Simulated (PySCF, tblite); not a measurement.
# CH₈ClSi₃ radical: geometry, infrared bands and EPR parameters

Aim: predict the infrared bands and EPR parameters of CH₈ClSi₃ radical (`C[SiH2][SiH][SiH2]Cl`).

The runs use tblite 0.8.0 and PySCF 2.14.0, with density-fitted response routines of our own; the level of theory stands in each step. All values are computed, except where a source is named. Atoms count from 0, in the outputs and in this text.

## 1. The starting structure

13 atoms, charge 0, multiplicity 2; geometry from: force field or distance geometry start.

Bonds of the start (Å): C0–Si1 1.87, Si1–Si2 2.26, Si2–Si3 2.23, Si3–Cl4 2.11, C0–H5 1.10, C0–H6 1.11, C0–H7 1.11, Si1–H8 1.48, Si1–H9 1.46, Si2–H10 1.48, Si3–H11 1.45, Si3–H12 1.48.

## 2. Optimising the geometry with GFN2-xTB

The job: settings as JSON, then the geometry in Å.

```
{"job": {"kind": "relax", "xc": "GFN2-xTB", "basis": "xTB"}, "charge": 0, "multiplicity": 2}
C     -1.840800    -0.514800     0.163900
Si    -0.823700     0.248400    -1.212700
Si     0.902000     1.415100    -0.344100
Si     2.239600    -0.124500     0.549600
Cl     1.510300    -0.455900     2.499900
H     -1.309200    -0.494200     1.129000
H     -2.821100    -0.013000     0.286700
H     -2.066300    -1.576500    -0.074600
H     -0.193500    -0.884600    -1.928400
H     -1.669000     1.077600    -2.070100
H      0.352700     2.327200     0.688800
H      3.606100     0.361400     0.532000
H      2.108700    -1.365800    -0.237500
```

Command:

```
$ OMP_NUM_THREADS=1 python probes_run.py task.json out
```

One launch serves the whole session: the jobs run in the order shown.

What it wrote:

```text
step      E/eV     max force
  0    -433.10800    1.295
  1    -433.18161    0.677
  2    -433.22361    0.441
  3    -433.25054    0.526
  4    -433.29131    0.888
  5    -433.32915    0.876
  6    -433.36427    0.438
  7    -433.37893    0.267
  8    -433.38800    0.254
  9    -433.39494    0.350
 10    -433.40119    0.342
 11    -433.40705    0.243
 12    -433.41172    0.235
 13    -433.41521    0.194
 14    -433.41951    0.221
 15    -433.42497    0.236
 16    -433.42969    0.231
 17    -433.43283    0.173
 18    -433.43467    0.139
 19    -433.43613    0.167
 20    -433.43861    0.237
 21    -433.44223    0.287
 22    -433.44626    0.265
 23    -433.44978    0.213
 24    -433.45305    0.201
 25    -433.45603    0.231
 26    -433.45911    0.248
 27    -433.46282    0.216
 28    -433.46683    0.158
 29    -433.47114    0.194
 30    -433.47634    0.213
 31    -433.48065    0.154
 32    -433.48380    0.146
 33    -433.48714    0.134
 34    -433.49003    0.128
 35    -433.49245    0.121
 36    -433.49466    0.136
 37    -433.49657    0.125
 38    -433.49811    0.092
 39    -433.49959    0.095
 40    -433.50119    0.120
 41    -433.50269    0.086
 42    -433.50391    0.068
 43    -433.50478    0.070
 44    -433.50545    0.072
 45    -433.50620    0.071
 46    -433.50744    0.105
 47    -433.50880    0.102
 48    -433.50981    0.074
 49    -433.51037    0.061
 50    -433.51089    0.069
 51    -433.51168    0.090
 52    -433.51354    0.125
 53    -433.51465    0.094
 54    -433.51533    0.047
 55    -433.51558    0.041
 56    -433.51592    0.051
 57    -433.51654    0.076
 58    -433.51743    0.080
 59    -433.51820    0.068
 60    -433.51861    0.052
 61    -433.51887    0.051
 62    -433.51908    0.048
 63    -433.51935    0.053
 64    -433.51976    0.050
 65    -433.52033    0.068
 66    -433.52086    0.077
 67    -433.52140    0.068
 68    -433.52205    0.069
 69    -433.52306    0.093
 70    -433.52443    0.140
 71    -433.52741    0.164
 72    -433.52970    0.181
 73    -433.53307    0.156
 74    -433.53496    0.185
 75    -433.53592    0.080
 76    -433.53744    0.081
 77    -433.53894    0.157
 78    -433.53993    0.132
 79    -433.54155    0.121
 80    -433.54310    0.101
 81    -433.54517    0.126
 82    -433.54644    0.133
 83    -433.54694    0.144
 84    -433.54778    0.040
 85    -433.54799    0.034
 86    -433.54818    0.034
 87    -433.54834    0.039
 88    -433.54850    0.045
 89    -433.54883    0.051
 90    -433.54921    0.052
 91    -433.54949    0.030
 92    -433.54962    0.026
 93    -433.54971    0.028
 94    -433.54987    0.038
 95    -433.55014    0.051
 96    -433.55057    0.059
 97    -433.55107    0.056
 98    -433.55112    0.106
 99    -433.55169    0.033
100    -433.55184    0.032
101    -433.55213    0.037
102    -433.55231    0.039
103    -433.55262    0.046
104    -433.55287    0.035
105    -433.55298    0.024
106    -433.55299    0.059
107    -433.55312    0.037
108    -433.55320    0.028
109    -433.55341    0.024
110    -433.55368    0.043
111    -433.55405    0.063
112    -433.55456    0.058
113    -433.55519    0.060
114    -433.55586    0.058
115    -433.55656    0.054
116    -433.55735    0.087
117    -433.55864    0.131
118    -433.56047    0.144
119    -433.56343    0.175
120    -433.56269    0.343
121    -433.56998    0.080
122    -433.57302    0.116
123    -433.57635    0.298
124    -433.58147    0.122
125    -433.58787    0.162
126    -433.59475    0.255
127    -433.60461    0.227
128    -433.61232    0.357
129    -433.61597    0.301
130    -433.60551    0.539
131    -433.62109    0.291
132    -433.62520    0.223
133    -433.62808    0.216
134    -433.62942    0.124
135    -433.63218    0.135
136    -433.63477    0.152
137    -433.63652    0.149
138    -433.63851    0.175
139    -433.63924    0.106
140    -433.64027    0.111
141    -433.64153    0.076
142    -433.64292    0.073
143    -433.64378    0.065
144    -433.64476    0.075
145    -433.64591    0.084
146    -433.64707    0.088
147    -433.64803    0.072
148    -433.64865    0.051
149    -433.64906    0.051
150    -433.64944    0.067
151    -433.64983    0.054
152    -433.65006    0.035
153    -433.65019    0.024
154    -433.65027    0.029
155    -433.65034    0.018
156    -433.65040    0.023
157    -433.65044    0.021
158    -433.65048    0.022
159    -433.65052    0.022
160    -433.65056    0.016
161    -433.65058    0.012
162    -433.65060    0.013
163    -433.65063    0.016
164    -433.65065    0.014
165    -433.65067    0.010
166    -433.65069    0.008
```

Wall time 4.2 s (1 thread of Intel Xeon at 2.50GHz, shared host); peak memory 0.18 GiB.

Relaxation path: (not every step is listed)

| step | energy from step 0 (eV) | largest force (eV/Å) |
| --- | --- | --- |
| 0 | 0.0000 | 1.2948 |
| 1 | -0.0736 | 0.6771 |
| 2 | -0.1156 | 0.4408 |
| 3 | -0.1425 | 0.5265 |
| 4 | -0.1833 | 0.8878 |
| 5 | -0.2212 | 0.8763 |
| 6 | -0.2563 | 0.4382 |
| 7 | -0.2709 | 0.2667 |
| 8 | -0.2800 | 0.2537 |
| 23 | -0.3418 | 0.2126 |
| 38 | -0.3901 | 0.0919 |
| 53 | -0.4067 | 0.0935 |
| 68 | -0.4140 | 0.0691 |
| 83 | -0.4389 | 0.1439 |
| 98 | -0.4431 | 0.1065 |
| 113 | -0.4472 | 0.0599 |
| 128 | -0.5043 | 0.3567 |
| 143 | -0.5358 | 0.0652 |
| 158 | -0.5425 | 0.0217 |
| 161 | -0.5426 | 0.0120 |
| 162 | -0.5426 | 0.0132 |
| 163 | -0.5426 | 0.0164 |
| 164 | -0.5426 | 0.0142 |
| 165 | -0.5427 | 0.0105 |
| 166 | -0.5427 | 0.0083 |

Close pairs (by a distance rule), those that changed most:

| bond | before (Å) | after (Å) | change (Å) |
| --- | --- | --- | --- |
| Si2–Si3 | 2.227 | 2.292 | +0.065 |
| Si3–Cl4 | 2.108 | 2.055 | -0.053 |
| Si1–Si2 | 2.257 | 2.310 | +0.053 |
| C0–H7 | 1.111 | 1.086 | -0.025 |
| C0–Si1 | 1.874 | 1.899 | +0.025 |
| C0–H6 | 1.108 | 1.086 | -0.022 |
| Si3–H11 | 1.450 | 1.472 | +0.021 |
| C0–H5 | 1.102 | 1.086 | -0.017 |

The end geometry stands in the next job.

## 3. Harmonic vibrations with GFN2-xTB

The job: settings as JSON, then the geometry in Å.

```
{"job": {"kind": "ir", "xc": "GFN2-xTB", "basis": "xTB"}, "charge": 0, "multiplicity": 2}
C     -1.887248    -0.620547     0.268422
Si    -1.171702     0.270343    -1.248900
Si     1.102435     0.535006    -0.943087
Si     2.299693     0.157563     0.974392
Cl     1.529713    -1.576979     1.763724
H     -1.324631    -1.520887     0.494615
H     -1.860150     0.010948     1.152040
H     -2.920611    -0.911638     0.105908
H     -1.448633    -0.557342    -2.437527
H     -1.950568     1.508336    -1.437077
H      1.617949     1.772545    -1.570505
H      2.292100     1.070426     2.128506
H      3.717266    -0.137287     0.731761
```

What it wrote:

```text
mode    cm-1     km/mol
  1      -9.3      0.46
  2      46.4      0.58
  3      64.1      0.25
  4     113.7      1.45
  5     125.7      1.01
  6     180.3      1.69
  7     283.2      6.68
  8     360.3     23.59
  9     384.8     51.79
 10     397.1     37.43
 11     448.1     27.18
 12     527.2    124.81
 13     533.7      5.65
 14     571.3     31.25
 15     580.3    432.57
 16     636.7    189.01
 17     682.3    396.62
 18     746.2     84.62
 19     816.0    137.89
 20     824.7    561.49
 21     832.4     23.77
 22     839.1     57.54
 23    1379.7      3.75
 24    1494.9      0.66
 25    1496.0      1.84
 26    2084.9    411.24
 27    2134.6     78.77
 28    2138.0    572.68
 29    2155.6    174.07
 30    2192.4    207.62
 31    3033.2     35.66
 32    3039.3     26.22
 33    3047.6     18.97
```

Run time: 2.1 s. Hardware: 1 thread of Intel Xeon at 2.50GHz, shared host; peak memory 0.18 GiB.

Which atoms move in the most intense modes:

| cm⁻¹ | km/mol | atoms |
| --- | --- | --- |
| 580 | 432.6 | H10 61 %, Si2 20 % |
| 637 | 189.0 | H8 43 %, H9 15 %, H11 11 %, H10 10 % |
| 682 | 396.6 | H11 34 %, H12 31 %, H8 12 % |
| 825 | 561.5 | H11 27 %, H12 27 %, H7 14 % |
| 2085 | 411.2 | H10 96 % |
| 2138 | 572.7 | H9 48 %, H8 26 %, H11 18 % |
| 2156 | 174.1 | H8 62 %, H9 35 % |
| 2192 | 207.6 | H12 80 %, H11 17 % |

## 4. g tensor and hyperfine couplings: B3LYP/pcH-1

Same as in step 3 but for these lines:

```diff
@@ -1,2 +1,2 @@
-{"job": {"kind": "ir", "xc": "GFN2-xTB", "basis": "xTB"}, "charge": 0, "multiplicity": 2}
+{"job": {"kind": "epr", "basis": "pcH-1"}, "charge": 0, "multiplicity": 2}
 C     -1.887248    -0.620547     0.268422
```

With the program's defaults for keys left out, this is: UKS B3LYP, pcH-1 on C Cl H Si, non-relativistic, mean-field spin-orbit, GIAO.

What it wrote:

```text
UKS, coarse grid
  cycle   1  E = -1371.60312258  |g| = 3.49e-01
  cycle   2  E = -1371.57610062  |g| = 3.89e-01
  cycle   3  E = -1371.65422289  |g| = 4.71e-02
  cycle   4  E = -1371.65523420  |g| = 1.10e-02
  cycle   5  E = -1371.65528960  |g| = 4.16e-03
  cycle   6  E = -1371.65530023  |g| = 9.91e-04
  cycle   7  E = -1371.65530079  |g| = 4.07e-04
UKS, final grid
  cycle   1  E = -1371.65521613  |g| = 4.55e-04
  cycle   2  E = -1371.65521608  |g| = 5.60e-04
  cycle   3  E = -1371.65521625  |g| = 2.96e-05
  cycle   4  E = -1371.65521625  |g| = 1.74e-05
E = -1371.65521625 Eh   <S^2> = 0.7531 (exact 0.7500)
g shifts (ppm)      1          2          3
  rmc          -116       -116       -116
  gc             -0         33         32
  oz_so        -148       2517       4747
  total        -264       2435       4663
hyperfine (MHz)  atom isotope    a_iso     a_fc   dipolar eigenvalues
    0   13C       4.05       4.05     -0.85     -0.68      1.52
    1  29Si      -0.57      -0.57     -3.42      0.97      2.45
    2  29Si    -269.22    -270.18   -174.11     86.18     87.93
    3  29Si       4.82       4.81     -4.19      0.05      4.13
    4  35Cl       0.28       0.30     -0.99     -0.11      1.10
    5    1H      -0.97      -0.97     -1.60     -1.02      2.62
    6    1H       0.16       0.15     -1.53     -1.00      2.52
    7    1H       3.57       3.57     -1.00     -0.64      1.63
    8    1H      20.55      20.55     -2.21     -1.28      3.49
    9    1H      43.39      43.39     -1.92     -0.76      2.67
   10    1H     -23.40     -23.44    -10.47      2.28      8.18
   11    1H      65.99      65.99     -2.15     -0.45      2.60
   12    1H       8.78       8.78     -2.32     -1.20      3.53
```

It took 2.7 min on 1 thread of Intel Xeon at 2.50GHz, shared host; peak memory 0.91 GiB.

Principal g values 2.00206, 2.00475, 2.00698; g(iso) = 2.00460, against 2.00232 for a free electron.

Mean a(iso) over the nuclei that a row names, and the largest dipolar term of the row (other rows stand at the frozen geometry):

| nuclei | isotope | a(iso) (MHz) | a(iso) (G, at g = 2.0023) | largest dipolar term (MHz) |
| --- | --- | --- | --- | --- |
| Si2 | 29Si | -269.2 | -96.1 | -174.1 |
| H11, H12 | 1H | 37.4 | 13.3 | 3.5 |
| H8, H9 | 1H | 32.0 | 11.4 | 3.5 |
| H10 | 1H | -23.4 | -8.4 | -10.5 |
| Si3 | 29Si | 4.8 | 1.7 | -4.2 |
| C0 | 13C | 4.0 | 1.4 | 1.5 |
| H5, H6, H7 | 1H | 0.9 | 0.3 | 2.6 |
| Si1 | 29Si | -0.6 | -0.2 | -3.4 |
| Cl4 | 35Cl | 0.3 | 0.1 | 1.1 |

Mulliken spin populations:

C0 0.00; Si1 -0.01; Si2 0.98; Si3 0.00; Cl4 0.00; H5 0.00; H6 0.00; H7 0.00; H8 0.01; H9 0.02; H10 -0.03; H11 0.03; H12 0.00

In first order the couplings over 0.8 MHz of 1H give 72 distinct lines over 58.8 G, if the averaged nuclei exchange fast.

Orbitals, density, ELF and potential are computed afterwards from the orbital file.

ELF in a plane through or near 5 of the atoms.

Ten even steps from '0' (0.00) to '9' (1.00):
```
0000000000000000000000000000
0000000000000000000000000000
0000000000000000000000000000
0000000123220000000000000000
0000001467763000000000000000
0000001578885000211242000000
0000000378885002544798300000
0000000257762004736999800000
0000122111320003453999500000
0003677365362113898531000000
0004898151895554336300000000
0003777348941595770210000000
0000221124404198114520000000
0000000003884455356520000000
0000000018999621234210000000
0000000049999700000000000000
0000000027999400000000000000
0000000000342000000000000000
0000000000000000000000000000
0000000000000000000000000000
```
The map spans 12.6 Å across and 10.4 Å up, centred on the molecule. Atoms in the plane (x, y in Å): C0 (1.7, 1.0), Si1 (1.5, -0.9), Si3 (-2.5, 0.2), H7 (2.8, 1.2), H10 (-1.2, -2.6).

log10 of the density (e/Å³) in the same plane.

Ten even steps from ' ' (-4.0) to '@' (2.3):
```
                                                        
                                                        
              ....::::....                              
            ..::--------::..............                
          ..::--========--::::::::::::::::..            
        ..::--==++++++++==------========--::..          
      ....::--==++****++==----==++++++++==--::..        
      ::::--==++++++++++==--==++**********==--::        
    ..::--==++++**++++====--==++**%%****++==--..        
    ..--==++++##@@##++++======++******++==--::..        
  ..::--==++++**##**++++++++++++****++++==--::..        
    ..::--====++++++++++**++++++%%%%**++==--::..        
    ..::::----====++++**##++++++****++++==--::..        
      ....::::----==++****++++++++++++====::....        
          ....::--==++****++============--::..          
            ..::--==++++++==----------::::..            
              ..::----==----::::..........              
                ..::::::::::....                        
                  ..........                            
                                                        
```
The map spans 12.6 Å across and 10.4 Å up, centred on the molecule. Atoms in the plane (x, y in Å): C0 (1.7, 1.0), Si1 (1.5, -0.9), Si3 (-2.5, 0.2), H7 (2.8, 1.2), H10 (-1.2, -2.6).

On the surface of density 0.002 e/bohr³ the electrostatic potential runs, from the 1st to the 99th percentile, from -0.62 V near Cl4 to 1.44 V near Si3.

The spin density lies nearest to Si2 70 %; H10 10 %.

## 5. Outcome

| quantity | value |
| --- | --- |
| strongest single infrared mode (GFN2-xTB) | 2138 cm⁻¹, 573 km/mol |
| zero-point energy (GFN2-xTB) | 48.9 kcal/mol |
| g(iso) (B3LYP) | 2.00460 |
| ⟨S²⟩ | 0.753 (exact 0.75) |
| largest a(iso) (averaged by class) | 29Si on Si2, -269.2 MHz |
| surface potential, 1st and 99th percentile | -0.62 V and 1.44 V |

Relaxing lowered the energy by 0.543 eV in 166 steps; the close pair that moved most is Si2–Si3, from 2.227 to 2.292 Å. The lowest mode is slightly imaginary (9i cm⁻¹), a soft motion within the noise of the Hessian, so the minimum is not strictly shown. Unscaled tight-binding wavenumbers are off by several per cent, some by more. Its intensities can rank the bands wrongly. Si2 carries the largest spin population, 0.98 e. The isotropic g lies 2.3 ppt above the free-electron value.
